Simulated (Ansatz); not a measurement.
Task: a comparison of norm-conserving and PAW potentials of SrAlGe, space group P-6m2, with Ansatz 0.2.0, Python API. Give the script and its output. Level of theory (first run): PBEsol, PAW, the default cutoff (420 eV here), 6×6×5 k-points, cold smearing of 0.1 eV.

```yaml
crystal:
  lattice:
    - [4.29652, 0.00000, 0.00000]
    - [-2.14826, 3.72090, 0.00000]
    - [0.00000, 0.00000, 4.77902]
  atoms:
    - { symbol: Sr, position: [0.00000, 0.00000, 0.00000] }
    - { symbol: Al, position: [0.66667, 0.33333, 0.50000] }
    - { symbol: Ge, position: [0.33333, 0.66667, 0.50000] }
```

The script, `nc_paw_sralge.py`:
```python
import ansatz as az
import numpy as np

XC = "PBEsol"
KMESH = (6, 6, 5)
WIDTH_EV = 0.1


def count_gap(report):
    # lowest empty less highest filled band, counting bands; zero where they overlap
    return max(report.get("gap_by_band_count_ev") or 0.0, 0.0)

crystal = (
    az.Lattice.from_parameters(4.29652, 4.29652, 4.77902, alpha=90, beta=90, gamma=120)
    .space_group(187)
    .atom("Sr", (0.0, 0.0, 0.0))
    .atom("Al", (2 / 3, 1 / 3, 0.5))
    .atom("Ge", (1 / 3, 2 / 3, 0.5))
)

calc = (
    crystal.calculation()
    .functional(XC)
    .kpoints(*KMESH)
    .occupations(az.OccupationsMethod.COLD, width=WIDTH_EV)
    .stress()
    .forces()
    .band_table()
)
variants = {
    "PAW": calc.pseudopotentials("paw"),
    "norm-conserving": calc.pseudopotentials("nc"),
}
rows = []
for label, variant in variants.items():
    report = variant.run(threads=1).report
    levels = np.array(report["eigenvalues_ev"][0]) - report["fermi_energy_ev"]
    print(label, "levels at the first k-point near E_F:", np.round(levels[np.abs(levels) < 5], 3))
    rows.append((label, report["n_electrons"], np.trace(report["stress_gpa"]) / 3, float(np.abs(report["forces_ev_ang"]).max()), count_gap(report)))
lines = [",".join(["treatment", "electrons in bands", "P GPa", "max force component eV/A", "gap by band count eV"])] + [",".join(f"{v:.4f}" if isinstance(v, float) else str(v) for v in row) for row in rows]
print("\n".join(lines))
with open("nc_paw.csv", "w") as handle:
    handle.write("\n".join(lines) + "\n")
```

```console
$ python nc_paw_sralge.py
DeckWarning: basis.ecutwfc = 420 eV, auto-derived from the records' recommended cutoffs: set by Sr (normal level)
PAW levels at the first k-point near E_F: [-1.659 -1.238 -1.238 -0.62   0.583  2.722  2.722  4.207]
DeckWarning: basis.ecutwfc = 1061.244064 eV, auto-derived from the records' recommended cutoffs: set by Ge (normal level)
norm-conserving levels at the first k-point near E_F: [-1.662 -1.236 -1.236 -0.622  0.581  2.723  2.723  4.214]
treatment,electrons in bands,P GPa,max force component eV/A,gap by band count eV
PAW,27.0000,-1.1809,0.0000,0.0000
norm-conserving,27.0000,-1.1904,0.0000,0.0000
```
(Warnings from the package without file and line.)

PAW gives -1.181 GPa and norm-conserving -1.190 GPa, 0.009 GPa apart. They took 2.8 and 7.8 s of processor time.

Reading the output:
- The computed bands are complete only to about 2.8 eV above the Fermi level.
- For a metal this k-point mesh is coarse: on a finer one energies can move by several to tens of meV an atom and pressures by half a GPa or more, differences at one mesh by less.
- A gap by band count of zero or less means overlapping bands, a metal, and at an odd count of electrons it is no gap at all.
- This cell is a computed structure, which may not be the phase found in nature.
- Gaps and levels are Kohn-Sham values on a finite set of k-points, without spin-orbit coupling.
- Stress is positive in compression.
- The whole script took 11 s on 1 thread of Intel(R) Xeon(R) Platinum 8259CL CPU @ 2.50GHz (Skylake/Cascade Lake) (shared host), peak memory 0.52 GiB.

(Lines on the test bed's own set-up are left out of the output.)
